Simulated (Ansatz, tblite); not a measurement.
# C₂₄H₁₈S₂: one state, many levels

One table from this session's results is given with a row withheld; the runs are named, their logs left out.

Program: Ansatz 0.2.0, Gaussian basis. Level of theory: as each input shows. These are calculated values, not measurements.

Levels to be run: GFN1-xTB, GFN2-xTB, PBE-D4/def2-TZVP, r2SCAN-D4/def2-TZVP, PBE-D4/def2-SVP, PBE0-D4/def2-SVP.

1 further run of the same task is left out (set aside as unsound or not needed). Runs told in other sessions of the task aren't counted.

## The structure

The geometry is that of the singlet, from an earlier relaxation (PBE-D4/def2-SVP).

SMILES `Sc1ccc(-c2ccc(-c3ccc(-c4ccc(S)cc4)cc3)cc2)cc1`, 44 atoms, charge 0, spin multiplicity 1.

Bond lengths: S1–C2 1.773 Å, S1–H27 1.361 Å, C2–C3 1.410 Å, C2–C26 1.411 Å, C3–C4 1.398 Å, C3–H28 1.101 Å, C4–C5 1.413 Å, C4–H29 1.100 Å, C5–C6 1.480 Å, C5–C25 1.414 Å, C6–C7 1.414 Å, C6–C24 1.414 Å, C7–C8 1.397 Å, C7–H30 1.101 Å, C8–C9 1.414 Å, C8–H31 1.100 Å, C9–C10 1.481 Å, C9–C23 1.414 Å and more. Angles: C2–S1–H27 96.4°, S1–C2–C3 123.4°, S1–C2–C26 117.9°, C3–C2–C26 118.7°, C2–C3–C4 120.4°, C2–C3–H28 120.1°, C4–C3–H28 119.6°, C3–C4–C5 121.7°, C3–C4–H29 118.8°, C5–C4–H29 119.5°, C4–C5–C6 121.3°, C4–C5–C25 117.2°, C6–C5–C25 121.4°, C5–C6–C7 121.4°, C5–C6–C24 121.4°, C7–C6–C24 117.3°, C6–C7–C8 121.4°, C6–C7–H30 119.5° and more.

PBE0-D4/def2-TZVP was run before; its log isn't repeated, and its numbers join the tables.

Set-up of the first run:

Tight binding, by tblite at 300 K electronic temperature and without a spin-polarisation term:

```python
tblite.interface.Calculator('GFN1-xTB', numbers, positions, charge=0, uhf=0).singlepoint()
```

Tight binding, by tblite at 300 K electronic temperature and without a spin-polarisation term:

```python
tblite.interface.Calculator('GFN2-xTB', numbers, positions, charge=0, uhf=0).singlepoint()
```

start.molden holds the orbitals of an earlier run on this state, given as this run's starting guess.

in.yaml reads:

```yaml
crystal:
  periodic: [false, false, false]
  atoms:
    - {symbol: S, position_ang: [9.690162, -0.249995, -0.639010]}
    - {symbol: C, position_ang: [7.925274, -0.232498, -0.467720]}
    - {symbol: C, position_ang: [7.257942, -0.566074, 0.728603]}
    - {symbol: C, position_ang: [5.861548, -0.530593, 0.792935]}
    - {symbol: C, position_ang: [5.076666, -0.159949, -0.322082]}
    - {symbol: C, position_ang: [3.598978, -0.120943, -0.244864]}
    - {symbol: C, position_ang: [2.880430, -1.026312, 0.569606]}
    - {symbol: C, position_ang: [1.485522, -0.988140, 0.644013]}
    - {symbol: C, position_ang: [0.735490, -0.041326, -0.090759]}
    - {symbol: C, position_ang: [-0.742130, 0.001125, -0.008792]}
    - {symbol: C, position_ang: [-1.449295, 1.221512, -0.106294]}
    - {symbol: C, position_ang: [-2.843764, 1.262073, -0.024605]}
    - {symbol: C, position_ang: [-3.604908, 0.084358, 0.156964]}
    - {symbol: C, position_ang: [-5.081886, 0.127183, 0.245778]}
    - {symbol: C, position_ang: [-5.752207, 1.227976, 0.825146]}
    - {symbol: C, position_ang: [-7.146852, 1.274015, 0.914917]}
    - {symbol: C, position_ang: [-7.928548, 0.209872, 0.420689]}
    - {symbol: S, position_ang: [-9.699901, 0.182227, 0.495985]}
    - {symbol: C, position_ang: [-7.274962, -0.895996, -0.163826]}
    - {symbol: C, position_ang: [-5.880392, -0.932019, -0.243661]}
    - {symbol: C, position_ang: [-2.897484, -1.136229, 0.252172]}
    - {symbol: C, position_ang: [-1.502932, -1.176695, 0.172351]}
    - {symbol: C, position_ang: [1.453598, 0.863831, -0.905591]}
    - {symbol: C, position_ang: [2.848455, 0.824198, -0.981624]}
    - {symbol: C, position_ang: [5.761462, 0.173122, -1.513320]}
    - {symbol: C, position_ang: [7.156125, 0.137973, -1.591454]}
    - {symbol: H, position_ang: [9.960383, -0.667960, 0.628132]}
    - {symbol: H, position_ang: [7.835715, -0.846297, 1.622717]}
    - {symbol: H, position_ang: [5.368641, -0.770041, 1.746973]}
    - {symbol: H, position_ang: [3.427433, -1.789574, 1.143488]}
    - {symbol: H, position_ang: [0.963429, -1.698424, 1.302738]}
    - {symbol: H, position_ang: [-0.891211, 2.161801, -0.230423]}
    - {symbol: H, position_ang: [-3.358664, 2.229787, -0.122114]}
    - {symbol: H, position_ang: [-5.166518, 2.059700, 1.244337]}
    - {symbol: H, position_ang: [-7.632377, 2.142928, 1.385092]}
    - {symbol: H, position_ang: [-9.844205, 1.401697, 1.083625]}
    - {symbol: H, position_ang: [-7.866355, -1.731449, -0.568601]}
    - {symbol: H, position_ang: [-5.398244, -1.795094, -0.726350]}
    - {symbol: H, position_ang: [-3.452837, -2.072768, 0.411808]}
    - {symbol: H, position_ang: [-0.989703, -2.148143, 0.234494]}
    - {symbol: H, position_ang: [0.904032, 1.603993, -1.506590]}
    - {symbol: H, position_ang: [3.372165, 1.557277, -1.613643]}
    - {symbol: H, position_ang: [5.185788, 0.439108, -2.412383]}
    - {symbol: H, position_ang: [7.656149, 0.390782, -2.538888]}
basis:
  gaussian: {orbitals: def2-TZVP, fitting: {mean_field: def2-universal-jkfit}, initial_orbitals: start.molden}
hamiltonian: {xc: pbe, dispersion: d4}
scf: {omitted_lower_state_checks: [starts]}
output: {orbitals: {seedname: orbitals}}
```

The run is started by

```
> ansatz run in.yaml --threads 2 --pin off --events-out ev --progress --plain --max-ram 32768MiB --backend cuda --devices 0, --max-vram 18GiB
```

Among the steps run: PBE-D4/def2-TZVP; r2SCAN-D4/def2-TZVP; PBE-D4/def2-SVP; PBE0-D4/def2-SVP.

One table of the session follows, with a row left open; its other results are not shown here.

It belongs to the step «Binding energy». 

```
              level  binding an atom (eV)
    PBE-D4/def2-SVP                 5.463
   PBE-D4/def2-TZVP                 5.384
r2SCAN-D4/def2-TZVP                 5.210
   PBE0-D4/def2-SVP                 5.348
  PBE0-D4/def2-TZVP                     ?
```

Estimate the missing values for PBE0-D4/def2-TZVP.

**Answer.** binding an atom (eV): 5.267. In the column «binding an atom (eV)» it lies between r2SCAN-D4/def2-TZVP (5.210) and PBE0-D4/def2-SVP (5.348).

Limits of these values: Free atoms were run apart at each level; binding is atoms less cluster, divided by the number of atoms, without zero-point or spin-orbit terms.
